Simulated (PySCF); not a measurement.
# How the numerical set-up moves the result for BBr⁺

Aim: see how much the energy and properties of BBr⁺ depend on the numerical set-up.

Computed with PySCF 2.14.0. Level: each script names its method and basis.

6 further runs of the same task are left out: 6 that didn't finish.

## (1) Where the work starts

BBr⁺: 2 atoms, charge 1, spin multiplicity 2.

Bond lengths: B1–Br2 1.827 Å.

## (2) The run that the others are compared with

Contents of input.py:

```python
from pyscf import gto, scf, tdscf

mol = gto.M(
    atom='B 0 0 0; Br 0 0 1.827',
    basis='6-31g*',
    charge=1,
    spin=1,
    symmetry=True,
    verbose=4,
)
mf = scf.UHF(mol)
mf = mf.density_fit(auxbasis='def2-universal-jkfit')
mf.kernel()
td = tdscf.TDHF(mf)
td.nstates = 3
td.kernel()
td.analyze()
mf.dip_moment()
print('orbital energies (hartree):', [e[max(0, n-3):n+3].round(4) for e, n in zip(mf.mo_energy, mol.nelec)])
```

Launch:

```sh
$ OMP_NUM_THREADS=1 python input.py
```

The log of this run is left out.

It gives: E(SCF) = -2596.401627 Eh, 13 cycles, ⟨S²⟩ = 0.765, excitations 4.38, 4.38, 4.82 eV.

The bond length is a typed value, not an optimised one. The dipole of an ion depends on the origin.

## (3) Cartesian functions on

Run 1 changes Cartesian functions: off → on.

Contents of input.py:

```python
from pyscf import gto, scf, tdscf

mol = gto.M(
    atom='B 0 0 0; Br 0 0 1.827',
    basis='6-31g*',
    charge=1,
    spin=1,
    symmetry=True,
    cart=True,
    verbose=4,
)
mf = scf.UHF(mol)
mf = mf.density_fit(auxbasis='def2-universal-jkfit')
mf.kernel()
td = tdscf.TDHF(mf)
td.nstates = 3
td.kernel()
td.analyze()
mf.dip_moment()
print('orbital energies (hartree):', [e[max(0, n-3):n+3].round(4) for e, n in zip(mf.mo_energy, mol.nelec)])
```

Launch:

```sh
$ OMP_NUM_THREADS=1 python input.py
```

## (4) Sbkjc (core potential on)

Run 2 changes basis set: 6-31g* → sbkjc; core potential: off → on. The core potential changes with it: totals don't compare.

input.py: that of step 2 with these lines changed.

```diff
@@ -4,3 +4,4 @@
     atom='B 0 0 0; Br 0 0 1.827',
-    basis='6-31g*',
+    basis='sbkjc',
+    ecp={'B': 'sbkjc', 'Br': 'sbkjc'},
     charge=1,
@@ -16,3 +17,3 @@
 td.kernel()
-td.analyze()
+td.analyze(verbose=3)
 mf.dip_moment()
```

Q: Predict the outcome of this session. Wanted: for each run, E(SCF); from base; gap, α spin; after the SCF.

The runs gave:

```csv
run,E(SCF) (hartree),from base (eV),cycles,"gap, α spin (eV)",functions,after the SCF
base,-2596.401627,0,13,13.24,46,lowest root found 4.38 eV
Cartesian functions on,-2596.405736,-0.1118,13,13.24,50,lowest root found 4.38 eV
sbkjc (core potential on),-15.415378,not comparable,11,12.96,16,lowest root found 4.13 eV
```

What this shows: Total energies from different bases, Hamiltonians or methods carry different errors, so properties are taken as differences within one set-up.
